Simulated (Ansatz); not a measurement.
# Hf2Cu: a stretch of c alone

Aim: apply a stretch of c alone to Hf2Cu from -6 to +6 %, where the rest of the cell is held and the atoms relax, and follow energy, stress and any gap.

Computed with Ansatz 0.2.0 (DFT r2SCAN, scalar-relativistic, plane waves, PAW, unless a step's input says otherwise).

3 further runs of the same task are left out: 3 set aside as unsound or not needed.

### 1 The structure to begin with

Symmetry: I4/mmm, No. 139, tetragonal system. The conventional cell has a = 3.158 Å, b = 3.158 Å, c = 11.143 Å, α = 90.00°, β = 90.00°, γ = 90.00°. Hf (site symmetry 4mm) has 4 Cu at 2.83 Å and 8 Hf at 3.06 to 3.16 Å in its first shell of neighbours. Cu (site symmetry 4/mmm) is surrounded by 8 Hf at 2.83 Å and 4 Cu at 3.16 Å.

Coordinates:

```cif
data_structure
_symmetry_space_group_name_H-M 'P 1'
_symmetry_Int_Tables_number 1
_cell_length_a 3.1584
_cell_length_b 3.1584
_cell_length_c 11.1427
_cell_angle_alpha 90.000
_cell_angle_beta 90.000
_cell_angle_gamma 90.000
_cell_volume 111.15
loop_
_atom_site_label
_atom_site_type_symbol
_atom_site_fract_x
_atom_site_fract_y
_atom_site_fract_z
_atom_site_occupancy
Hf1 Hf 0.00000 0.00000 0.34400 1
Hf2 Hf 0.50000 0.50000 0.15600 1
Hf3 Hf 0.50000 0.50000 0.84400 1
Hf4 Hf 0.00000 0.00000 0.65600 1
Cu1 Cu 0.00000 0.00000 0.00000 1
Cu2 Cu 0.50000 0.50000 0.50000 1
```

### 2 The unstrained reference

input.yaml

```yaml
crystal:
  lattice:
    - [3.1583688091, 0.0, 0.0]
    - [0.0, 3.1583688091, 0.0]
    - [0.0, 0.0, 11.142747661]
  atoms:
    - { symbol: Hf, position: [0.0, 0.0, 0.344003732] }
    - { symbol: Hf, position: [0.5, 0.5, 0.155996268] }
    - { symbol: Hf, position: [0.5, 0.5, 0.844003732] }
    - { symbol: Hf, position: [0.0, 0.0, 0.655996268] }
    - { symbol: Cu, position: [0.0, 0.0, 0.0] }
    - { symbol: Cu, position: [0.5, 0.5, 0.5] }
basis:
  ecutwfc: 500
kpoints:
  mp_grid: { grid: [12, 12, 4] }
hamiltonian:
  xc: r2scan
scf:
  occupations: { method: gaussian, width: 0.1 }
output:
  forces: true
  stress: true
  eigenvalues: true
```

Command:

```bash
> ansatz run input.yaml --threads 1 --pin off --max-ram 2560MiB --backend cpu --events-out ev --progress --plain --runs-dir out
```

The session goes on with these runs: strain -2.0 %; At +2.0 %; strain -4.0 %; At +4.0 %; the cell strained by -6.0 %; At +6.0 %.

Q: Predict the outcome of this session. Wanted: (1/V) d²E/dε² at zero strain, cubic fit.

The runs gave:

| quantity | value |
| --- | --- |
| largest energy cost | 40.9 meV/atom at -6.0 % |
| (1/V) d²E/dε² at zero strain, cubic fit | 180 GPa |

**Reading.** The curvature of the energy, 180 GPa, is the elastic constant along c at held a and b. Compression by 6 % costs 40.9 meV/atom and stretching 33.8. On this cell's mesh the unstrained reference holds a stress of up to 0.11 GPa. Spin-orbit coupling is left out for Hf.
